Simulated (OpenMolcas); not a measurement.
**A OpenMolcas job on AlH2O2F (SMILES [OH][Al]([OH])[F])**

Wanted: energy and forces of AlH2O2F.

Program for the calculation: OpenMolcas 26.06.

6 further runs of the same task are left out: 1 that didn't finish, 5 set aside as unsound or not needed.

## (1) The system as given

AlH2O2F has 6 atoms, charge 0, and is taken as a singlet. SMILES: `[OH][Al]([OH])[F]`. The coordinates come from a PBE0-D4/def2-TZVP relaxation. This is one conformer, not always the lowest.

Bond lengths: O1–Al2 1.680 Å, Al2–O3 1.680 Å, Al2–F4 1.647 Å, O1–H5 0.955 Å, O3–H6 0.955 Å. Angles: O1–Al2–O3 118.5°, O1–Al2–F4 120.7°, O3–Al2–F4 120.7°, Al2–O1–H5 122.9°, Al2–O3–H6 122.9°.

## (2) The input as written

The input, coord.xyz:

```xyz
5

O     -0.572600     1.327600    -0.678800
Al    -0.045500    -0.145500    -0.067500
O      1.058000    -0.139600     1.199000
F     -0.598500    -1.564400    -0.695900
H     -1.198300     1.397500    -1.397100
H      1.399100    -0.939600     1.594000
```

The input, run.inp:

```
* AlFH2O2 Hartree-Fock

&GATEWAY
  Coord
  coord.xyz
  Basis
  def-TZVP
  Group
  NoSym
  RF-Input
  PCM-Model
  Solvent=acetone
  End of RF-Input

&SEWARD

&SCF
  PrOrbitals
  1 1

&ALASKA
```

The run is started by

```
export MOLCAS_MEM=1860
pymolcas run.inp > run.log
```

Output:

```text
--- Start Module: gateway ---

                                              &GATEWAY

                       available to each process: 1.9 GB of memory, 1 thread

++    Symmetry information:
      ---------------------

                    Character Table for C1

                             E
                    a        1  x, y, xy, Rz, z, xz, Ry, yz, Rx, I
--

++    Basis set information:
      ----------------------

      Basis set label: O.DEF-TZVP.........

      Electronic valence basis set:
      ------------------
      Associated Effective Charge   8.000000 au
      Associated Actual Charge      8.000000 au
      Nuclear Model: Point charge

      Shell  nPrim  nBasis  Cartesian Spherical Contaminant
         s      11       5        X
         p       6       3        X
         d       1       1                 X

      Basis set label: AL.DEF-TZVP.........

      Electronic valence basis set:
      ------------------
      Associated Effective Charge  13.000000 au
      Associated Actual Charge     13.000000 au
      Nuclear Model: Point charge

      Shell  nPrim  nBasis  Cartesian Spherical Contaminant
         s      14       5        X
         p       9       4        X
         d       1       1                 X

      Basis set label: O.DEF-TZVP.........

[... 95 lines left out ...]
                   Integrals are discarded if absolute value <: 1.00E-14
                   Integral cutoff threshold is set to       <: 1.00E-16

            Nuclear Potential Energy            151.21495674 au

      Basis set specifications :
      Symmetry species         a
      Basis functions           85

--- Stop Module: seward /rc=_RC_ALL_IS_WELL_ ---
--- Module seward spent 1 second ---

--- Start Module: scf ---

                                                &SCF

                       available to each process: 1.9 GB of memory, 1 thread

++    Input section:
      --------------

      Header of the integral files:

      Cartesian coordinates in angstrom:
      -----------------------------------------------------
      No.  Label        X            Y            Z
      -----------------------------------------------------
       1   O1        -0.57260000   1.32760000  -0.67880000
       2   AL2       -0.04550000  -0.14550000  -0.06750000
       3   O3         1.05800000  -0.13960000   1.19900000
       4   F4        -0.59850000  -1.56440000  -0.69590000
       5   H5        -1.19830000   1.39750000  -1.39710000
      -----------------------------------------------------
      Nuclear repulsion energy =  151.21495674
--

++    Orbital specifications:
      -----------------------

      Symmetry species               1
                                     a
      Frozen orbitals                0
 WrInp: Error in definition of molecular charge!
 Current implementation only allows double occupations.
 Tot_Charge    :   0.0000000000000000
 Tot_El_Charge :  -39.000000000000000
 Tot_Nuc_Charge:   39.000000000000000

--- Stop Module: scf /rc=-6 ---

.########################.
.# Non-zero return code #.
.########################.

    Timing: Wall=2.22 User=1.71 System=0.44
```

It took 2.5 s on 1 thread of Arm Neoverse V2, shared host; peak memory 0.47 GiB.

## (3) What went wrong

The program stopped with an error.

The log says `WrInp: Error in definition of molecular charge`. The fault: an atom count or index doesn't match the structure.
